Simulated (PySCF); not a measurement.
# PdS: from the state search to spectroscopic constants

The task here is to estimate one member of a computed series from the others.

Program: PySCF 2.14.0. Level of theory: Pd def2-TZVPP with ECP28, S def2-TZVPP, scalar-relativistic core potentials. These are calculated values, not measurements.

Set-up of the first run:

The job is set up so:

| Item | Value |
| --- | --- |
| atoms | Pd, S |
| charge | 0 |
| basis | Pd def2-TZVPP with ECP28, S def2-TZVPP |
| Hamiltonian | scalar-relativistic core potentials |
| basis functions | 98 |
| electrons treated | 34 |
| masses in u | 105.9035, 31.9721 |
| levels | PBE0, PBE, r²SCAN, r²SCAN0, revPBE, PBEsol, M06-L, ωB97X-V, HF, MP2, SCS-MP2, CCSD, CCSD(T) |
| grid | 80 radial by 434 angular points |
| occupations | held fixed by the projection of orbital angular momentum |
| dissociation limit | Pd + S, each in its ground configuration |
| starting distance in angstrom | 2.170 |
| values of 2S to try | 0, 2, 4 |

Steps of the session up to this table: The job; PBE0 along the bond; Excited determinants; PBE (GGA); r²SCAN; r²SCAN0; revPBE (GGA); PBEsol (GGA); M06-L (meta-GGA); ωB97X-V; ROHF; Adding correlation.

One table of the session follows, with a row left open; its other results are not shown here.

It belongs to the step «The curves together». Energy (eV) from each level's lowest point:

| R (Å) | ROHF | ROHF-MP2 | ROHF-SCS-MP2 | ROHF-CCSD | ROHF-CCSD(T) |
| --- | --- | --- | --- | --- | --- |
| 1.802 | 1.706 | 0.934 | 1.029 | n/a | n/a |
| 1.885 | 0.896 | 0.303 | 0.370 | 0.576 | 0.587 |
| 1.969 | 0.410 | 0.031 | 0.063 | 0.180 | 0.188 |
| 2.032 | 0.196 | 0.000 | 0.000 | 0.041 | 0.045 |
| 2.095 | 0.072 | 0.078 | 0.042 | 0.000 | 0.000 |
| 2.158 | ? | ? | ? | ? | ? |
| 2.242 | 0.000 | 0.515 | 0.383 | 0.153 | 0.137 |
| 2.346 | 0.044 | 0.916 | 0.715 | 0.382 | 0.354 |
| 2.472 | 0.131 | 1.382 | 1.109 | 0.707 | 0.677 |
| 2.640 | 0.248 | 1.891 | 1.544 | n/a | n/a |

Q: Estimate the row for R (Å) = 2.158 from the others.

Worked estimate for «ROHF». A straight line through the neighbours (2.095, 0.072) and (2.242, 0.000) gives 0.072 + (0.000 − 0.072) × (2.158 − 2.095) / (2.242 − 2.095) = 0.041; a parabola fitted to 4 rows on both sides gives 0.019.

**Answer.** ROHF: 0.013; ROHF-MP2: 0.233; ROHF-SCS-MP2: 0.157; ROHF-CCSD: 0.032; ROHF-CCSD(T): 0.026. In «ROHF» the line misses by +0.028 and the parabola by +0.006.

State 3 has its PBE0 minimum 0.31 eV higher. The other levels ran on the lowest alone.
